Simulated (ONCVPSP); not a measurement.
# An ONCV potential for phosphorus, from input to tests

Aim: build the potential from the settings below, then test how well it stands in for the atom: other configurations, scattering, ghost states and the plane-wave cutoff that it needs.

Method: ONCVPSP 4.0.1, PBE, scalar-relativistic.

## (1) The design

The settings as typed:

* element: phosphorus (P, Z = 15)
* type: optimised norm-conserving Vanderbilt (ONCV)
* frozen core: [Ne]
* valence charge: 5
* reference configuration: 3s2 3p3
* partial waves: 3s: rc 1.50 bohr, ncon 4, nbas 8, qcut 5.6 1/bohr, 2 projectors, debl 1.8 Ha; 3p: rc 1.25 bohr, ncon 4, nbas 9, qcut 5.2 1/bohr, 1 projector; d scattering state at 0.3 Ha: rc 1.25 bohr, ncon 3, nbas 7, qcut 7.7 1/bohr, local
* local potential: the d channel
* core correction: Teter function, fcfact 3.75, rcfact 1.45

## (2) Generating the potential

File P.dat:

```
# ATOM AND REFERENCE CONFIGURATION
# atsym  z   nc   nv     iexc    psfile
  P 15.00    3    2        4      upf
#
#   n    l    f
    1    0    2.00
    2    0    2.00
    2    1    6.00
    3    0    2.00
    3    1    3.00
#
# PSEUDOPOTENTIAL AND OPTIMIZATION
# lmax
    2
#
#   l,   rc,      ep,       ncon, nbas, qcut
    0    1.50    0.00    4    8    5.60
    1    1.25    0.00    4    9    5.20
    2    1.25    0.30    3    7    7.70
#
# LOCAL POTENTIAL
# lloc, lpopt,  rc(5),   dvloc0
    2    5    1.25    0.00
#
# VANDERBILT-KLEINMAN-BYLANDER PROJECTORs
# l, nproj, debl
    0    2    1.80
    1    1    2.40
    2    0    2.10
#
# MODEL CORE CHARGE
# icmod, fcfact, rcfact
    3    3.75    1.45
#
# LOG DERIVATIVE ANALYSIS
# epsh1, epsh2, depsh
   -2.00    5.00    0.02
#
# OUTPUT GRID
# rlmax, drl
    6.00    0.01
#
# TEST CONFIGURATIONS
# ncnf
    4
# nvcnf
#   n    l    f
    2
    3    0    2.00
    3    1    2.00
#
    2
    3    0    2.00
    3    1    1.00
#
    2
    3    0    2.00
    3    1    0.00
#
    2
    3    0    2.00
    3    1    2.50
#
```

On the command line:

```
$ oncvpsp.x < P.dat > P.out
```

Before running it: what results should come out? Wanted: cutoffs for 1 and 0.1 mHa per electron, occupied waves; bound ghosts; GHOST(+) flags; largest test error; largest phase difference near zero energy, channels read; rms error of d²Exc/dn², without and with the model core.

**Answer**, as computed:

| quantity | value |
| --- | --- |
| cutoffs for 1 and 0.1 mHa per electron, occupied waves | 44 Ha and 166 Ha |
| bound ghosts | none found |
| GHOST(+) flags | s at 105 eV |
| largest test error (AE − PS) | +22 meV, for 3s2 3p0 |
| largest phase difference near zero energy, channels read | 0.022 rad |
| rms error of d²Exc/dn², without and with the model core | 1.59 and 0.76 mHa |

**Reading.** The worst unpolarised test, 3s2 3p0, is off by 22 meV on 58.6 eV; by total energies transferability rates as good. It counts as hard, with 44 Ha needed at the looser tolerance. The tighter tolerance needs 166 Ha, and converged work needs a cutoff nearer that. At the looser tolerance the 3p wave is the slowest; 3s needs 11 Ha. It is free of bound ghosts as far as tested. Near zero energy the phases of the channels with partial waves agree within 0.022 rad. The program also flags highly localised states, GHOST(+) (s). All of this concerns the isolated atom, not yet a solid.
